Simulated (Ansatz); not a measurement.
# GaH₃OSSi: geometry and vibrations

What shape does GaH₃OSSi take? The plan is to relax it, check the end point by its vibrations and derive ideal-gas thermochemistry.

Method: RKS PBE0-D4/def2-TZVP; program: Ansatz 0.2.0, Gaussian basis.

The runs, in order: relaxation at PBE0-D4/def2-TZVP; harmonic vibrations at the same level.

1 further run of the same task is left out (set aside as unsound or not needed).

## 1. Starting geometry

SMILES `[O]1[SiH2][S][GaH]1`, 7 atoms, charge 0, spin multiplicity 1.

Atoms are counted from 1 here; the program's logs count them from 0.

Bond lengths: O1–Si2 1.601 Å, O1–Ga4 1.905 Å, Si2–S3 2.259 Å, Si2–H5 1.455 Å, Si2–H6 1.456 Å, S3–Ga4 2.197 Å, Ga4–H7 1.550 Å. Angles: Si2–O1–Ga4 100.3°, O1–Si2–S3 95.7°, O1–Si2–H5 114.0°, O1–Si2–H6 113.8°, S3–Si2–H5 105.9°, S3–Si2–H6 105.8°, H5–Si2–H6 118.2°, Si2–S3–Ga4 74.5°, O1–Ga4–S3 89.5°, O1–Ga4–H7 114.0°, S3–Ga4–H7 156.5°.

The start is a GFN2-xTB geometry.

## 2. Relaxation at PBE0-D4/def2-TZVP

Contents of in.yaml:

```yaml
crystal:
  periodic: [false, false, false]
  atoms:
    - {symbol: O, position_ang: [-1.070970, 0.193960, -0.257120]}
    - {symbol: Si, position_ang: [-0.031930, 0.742220, 0.831070]}
    - {symbol: S, position_ang: [1.705440, -0.525400, 0.139980]}
    - {symbol: Ga, position_ang: [0.033150, -1.050940, -1.184750]}
    - {symbol: H, position_ang: [0.373520, 2.123370, 0.619430]}
    - {symbol: H, position_ang: [-0.322480, 0.310710, 2.190610]}
    - {symbol: H, position_ang: [-0.686720, -1.793910, -2.339210]}
basis:
  gaussian: {orbitals: def2-TZVP}
hamiltonian: {xc: pbe0, dispersion: d4}
relax: {f_tol: 0.005, max_steps: 150}
```

On the command line:

```bash
$ ansatz run in.yaml --threads 2 --pin off --events-out ev --progress --plain --max-ram 4352MiB
```

Further steps of the session: Vibrations by finite differences.

Before running them: what should the planned runs give, taken together? Wanted: point group; shift from the start; total energy; dispersion term; dipole moment; lowest, highest wavenumber; zero-point energy.

The runs gave:

```
                  quantity            value
               point group               Cs
                     steps                7
shift from the start (rms)          0.110 Å
              total energy   -73175.6865 eV
           dispersion term         -183 meV
             dipole moment           1.50 D
lowest, highest wavenumber   167, 2233 cm⁻¹
         zero-point energy      81.1 kJ/mol
       entropy at 298.15 K  319.3 J/(mol K)
```

What this shows: The atoms moved 0.11 Å (rms) from the start; the bond that changed most is Si2–S3, from 2.259 to 2.170 Å. No mode is imaginary: a true minimum at this level. The stiffest mode, 2233 cm⁻¹, is an Si–H stretch. Harmonic hybrid wavenumbers usually lie a few per cent above measured fundamentals. The largest Mulliken charge, -0.46 e, sits on O1.
